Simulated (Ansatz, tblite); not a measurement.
# AgCl with GFN1-xTB from a Python script

These are simulated results from tblite 0.8.0, not measurements. The cell began as a database structure and was relaxed with r2SCAN in plane waves (Ansatz 0.2.0). All runs are without spin polarisation.

It is cubic, Fm-3m (No. 225); a = 5.545 Å in the conventional setting, 21.31 Å³ an atom. Around Ag lie 6 Cl at 2.77 Å; around Cl lie 6 Ag at 2.77 Å.

tblite solves periodic systems at the zone centre alone, so the script builds a cluster of 2×2×2 conventional cells (64 atoms), which folds in a coarse mesh of k points.

The script, run.py:

```python
import json
from ase import Atoms
from ase.build import make_supercell
from ase.units import Bohr, GPa, Hartree
from tblite.interface import Calculator

atoms = Atoms(['Ag', 'Ag', 'Cl', 'Cl'],
              cell=[[3.916676, -0.0, 0.193646], [-0.0, 3.921247, -0.0], [-0.273011, -0.0, 5.537527]],
              scaled_positions=[[0.250055, 0.25, 0.250003], [0.749945, 0.75, 0.749997], [0.750038, 0.75, 0.249996], [0.249962, 0.25, 0.750004]],
              pbc=True)
cluster = make_supercell(atoms, [[2, -2, 0], [2, 2, 0], [0, 0, 2]])
calc = Calculator('GFN1-xTB', cluster.numbers, cluster.positions / Bohr, lattice=cluster.cell[:] / Bohr, periodic=cluster.pbc)
calc.set('temperature', 0.02 / Hartree)
calc.set('max-iter', 150)
res = calc.singlepoint()
levels = res.get('orbital-energies') * Hartree
nv = round(res.get('orbital-occupations').sum() / 2)
cells = len(cluster) // len(atoms)
out = {'energy_per_cell': res.get('energy') * Hartree / cells, 'homo': levels[nv - 1], 'lumo': levels[nv],
       'stress': (-res.get('virial') * Hartree / cluster.get_volume() / GPa).tolist(), 'charges': res.get('charges')[:len(atoms)].tolist(), 'electrons': 2 * nv / cells}
json.dump(out, open('results.json', 'w'))
for key, value in out.items():
    print(key, value)
```

Command: `python run.py`. It took 2.5 s on 1 thread of Arm Neoverse V2, on a shared host, peak memory 0.14 GiB.

What it printed:

```
------------------------------------------------------------
  cycle        total energy    energy error   density error
------------------------------------------------------------
      1     -260.2622989405  -2.5976635E+02   9.2874074E-01
      2     -261.0814869505  -8.1918801E-01   5.1681761E-01
      3     -261.1875848070  -1.0609786E-01   1.1025354E-01
      4     -261.2103030855  -2.2718279E-02   2.8339410E-02
      5     -261.2135108502  -3.2077647E-03   2.5777933E-03
      6     -261.2135147664  -3.9162306E-06   1.2132254E-03
      7     -261.2135250687  -1.0302311E-05   3.2810225E-05
      8     -261.2135250565   1.2187002E-08   5.2992409E-05
      9     -261.2135250688  -1.2294493E-08   1.1110368E-06
------------------------------------------------------------

 total:                                   1.971 sec
energy_per_cell -444.2488790896195
homo -8.182850538018984
lumo -6.304315286639996
stress [[1.0762864103797858, 1.6709824349363455e-05, -0.00014502663708892917], [1.670982434927957e-05, 1.0756216139278696, -2.681626002844502e-06], [-0.0001450266370889429, -2.681626002826933e-06, 1.0829083543706726]]
charges [0.24412104625700826, 0.24411787694708664, -0.24412721489371592, -0.2441272250435075]
electrons 36.0
```

The cycle table is in hartree for the whole cluster, and the lines after it are in eV (the energy for one cell). The printed stress is in GPa and positive in compression, and the pressure is its mean diagonal.

GFN1-xTB gives a gap of 1.88 eV. On the same cell, plane-wave PBE (Ansatz, 6×6×6 k points and the special points) gives a gap of 0.91 eV and r2SCAN a gap of 1.47 eV; on shared hosts these took about 9.9 and 25 core-seconds on the 4-atom cell, against 2.5 for the script. Semilocal gaps usually lie below measured ones. xTB was fitted to molecules, so gaps, charges and pressures of solids can be far off, and the gap also depends on the size of the cluster.

The same script was run on cells scaled at fixed shape and fractional coordinates:

```csv
volume (Å³/atom),energy (meV/atom),"pressure (GPa, positive in compression)",gap (eV)
18.76,104.5,13.49,1.73
20.03,27.8,6.18,1.81
21.31,0.0,1.08,1.88
22.59,6.0,-2.38,1.94
23.87,35.2,-4.75,1.99
```

A Birch-Murnaghan fit puts the minimum at 21.67 Å³/atom, 1.7 % above the given cell, with a bulk modulus of 63.8 GPa at fixed shape.

xTB was fitted mostly to molecules, and a small cluster samples few k points, so gaps, pressures and kinks along a curve can be far from a solid's.

Spin-orbit coupling is left out.
